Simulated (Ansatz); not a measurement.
**GaPNH+ (doublet): the correlation ladder, cc-pVDZ**

One table from this session's results is given with a row withheld; the runs are named, their logs left out.

Computed with Ansatz 0.2.0, Gaussian basis. Level: cc-pVDZ, core rule «outside noble gas», up to 20 orbitals frozen.

The runs, in order: UHF; CCSD(T) on ROHF; CISD.

27 further runs of the same task are left out: 1 for a mislabelled method, 18 that didn't finish, 8 set aside as unsound or not needed.

**The geometry**

The geometry is a PBE0/def2-TZVP stationary point (not a proven minimum) of the parent state, kept for this charge and spin. No spin-orbit coupling is included. The filled d shell of Ga may be among the frozen orbitals whatever the setting's name suggests; the logs give the count.

4 atoms, charge 1, spin multiplicity 2.

Atoms are counted from 1 here; the program's logs count them from 0.

Bond lengths: Ga1–H4 1.712 Å, P2–N3 1.484 Å.

The first run:

File in.yaml:

```yaml
crystal:
  periodic: [false, false, false]
  atoms:
    - {symbol: Ga, position_ang: [0.000013, -0.353433, 2.046784]}
    - {symbol: P, position_ang: [-0.000005, -0.514710, -0.817362]}
    - {symbol: N, position_ang: [0.000032, -0.153890, -2.256686]}
    - {symbol: H, position_ang: [-0.000039, 1.022032, 1.027264]}
basis:
  gaussian: {orbitals: cc-pVDZ}
total_charge: 1
magnetization: {spin_polarized: true, initial_magnetization: 1}
hamiltonian: {xc: hf}
output: {orbitals: {seedname: orbitals}}
```

Launch:

```sh
ansatz run in.yaml --threads 1 --pin off --events-out ev --progress --plain --max-ram 2393MiB
```

Steps of the session up to this table: UHF; CCSD(T) on ROHF; CISD.

One table of the session follows, with a row left open; its other results are not shown here.

```
  method  from RCCSD(T) (meV)
    ROHF             +10175.8
    RMP2               +915.5
    CISD                    ?
   RCCSD               +532.9
RCCSD(T)                    0
```

Estimate the missing values for CISD.

**Answer.** from RCCSD(T) (meV): +1728.0. In the column «from RCCSD(T) (meV)» it lies between RMP2 (+915.5) and ROHF (+10175.8).
